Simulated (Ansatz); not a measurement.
Crystal: NaLa.

```xyz
2
Lattice="3.7000 0.0000 0.0000 -1.8500 3.2043 0.0000 0.0000 0.0000 6.6523" Properties=species:S:1:pos:R:3 pbc="T T T"
La    0.0000    2.1362    3.3261
Na    0.0000    0.0000    0.0000
```

The cell comes from a database or a generator and needn't be the stable form of this composition.

The cell isn't the ideal one: volume scaled by 1.08.

Base run:

| Quantity | Value |
| --- | --- |
| Program | Ansatz 0.2.0 |
| Functional | RPBE |
| Potentials or basis | all-electron LAPW, scalar-relativistic |
| Cutoff | 123 eV (chosen from the basis error) |
| Basis error allowed | 0.001 eV/atom |
| k mesh | 9 × 9 × 4 |
| Occupations | gaussian, width 0.05 eV |
| Spin | no spin polarisation |

Its results: band gap on the k mesh none (metal or under the smearing width); pressure -0.3 GPa.

Task: After a change of settings the same cell gave: band gap on the k mesh none (metal or under the smearing width); pressure -10.7 GPa. Which change was it?
A. functional from RPBE to PBE; occupations from gaussian, width 0.05 eV to gaussian, width 0.02 eV
B. functional from RPBE to PBE
C. occupations from gaussian, width 0.05 eV to methfessel-paxton, width 0.1 eV; dispersion from none to D3(BJ)

Result: C.

Caveats: pairwise dispersion overbinds metals, which lowers pressure and volume (some runs).
